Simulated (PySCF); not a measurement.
# [EuCl2]+: other functionals and bases at one geometry

One table from this session's results is given with a row withheld; the runs are named, their logs left out.

Program: PySCF 2.14.0. Level of theory: several levels, as the steps say, no spin–orbit coupling. These are calculated values, not measurements.

1 further run of the same task is left out (for a known fault of the program).

## The system as given

3 atoms, charge 1, spin multiplicity 1.

Bond lengths: Eu1–Cl2 2.406 Å, Eu1–Cl3 2.406 Å. Angles: Cl2–Eu1–Cl3 109.5°.

Geometry (Å):

```xyz
3
Cl2Eu
Eu    0.0000    0.0000   -0.5443
Cl    1.9653    0.0000    0.8442
Cl   -1.9653    0.0000    0.8442
```

Formal oxidation states: Eu +3. Each metal's 6 4f electrons lie in its core potential, so multiplicities, spins and levels count the valence alone. An earlier session relaxed this geometry at PBE0, Eu lcecp-1-SVP with ECP52, Cl def2-SVP (singlet, point group C2v).

At PBE0 on the finer grid: E = -955.016935 Eh, HOMO -13.72 eV, LUMO -7.95 eV, Mulliken charge on Eu1 +1.30 e, largest force component 0.006 eV/Å. 

Levels to run: CAM-B3LYP; BP86; PBE0, TZVP. Hardware: 2 threads of AMD EPYC 7R43 (Zen 3), shared host.

The first run:

run.py (the lines that set the calculation)

```python
mol = gto.M(atom='''
Eu     0.00000     0.00000    -0.54432
Cl     1.96535     0.00000     0.84419
Cl    -1.96535     0.00000     0.84419''',
    basis={'Eu': 'lcecp-1-SVP', 'Cl': 'def2-SVP'},
    ecp={'Eu': 'lcecp-1-SVP'},
    charge=1, spin=0)
mf = dft.RKS(mol, xc='CAMB3LYP')
mf.grids.atom_grid = (75, 302)  # f atoms: unpruned, at least (60, 302)
mf = mf.density_fit()  # fitting sets: Eu AutoAux, Cl def2-universal-JKFIT
mf.conv_tol = 1e-08; mf.max_cycle = 55
mf.kernel(dm0)  # dm0: the density of the relaxed state
```

Started as:

```sh
$ OMP_NUM_THREADS=2 python run.py
```

Among the steps run: CAM-B3LYP; BP86; PBE0, TZVP.

One of the session's tables, all rows but one given; the rest of the session is left out.

| level | HOMO (eV) | gap (eV) | charge on Eu1 (e) | dipole (D) | largest force component (eV/Å) |
| --- | --- | --- | --- | --- | --- |
| PBE0 (relaxed here) | -13.72 | 5.77 | 1.30 | 6.65 | 0.01 |
| CAM-B3LYP | -14.95 | 7.75 | 1.28 | 6.84 | 0.09 |
| BP86 | ? | ? | ? | ? | ? |
| PBE0, TZVP | -13.65 | 5.83 | 1.59 | 6.54 | 0.21 |

Q: Estimate the row for BP86 from the others.

As computed: HOMO (eV): -12.51; gap (eV): 3.95; charge on Eu1 (e): 1.19; dipole (D): 6.09; largest force component (eV/Å): 0.30. In the column «HOMO (eV)» it is the highest.

The dipole of a charged species depends on the origin, so these sizes hold for this origin alone.

In one basis the HOMO–LUMO gap runs from 3.95 eV (BP86) to 7.75 eV (CAM-B3LYP). The largest leftover force, 0.30 eV/Å with BP86, stands at a geometry relaxed at another level. With 4f in the core, its levels are missing from HOMO and gap, and its count is fixed, so no charge can pass from the ligands into it. Total energies of different levels can't be compared.
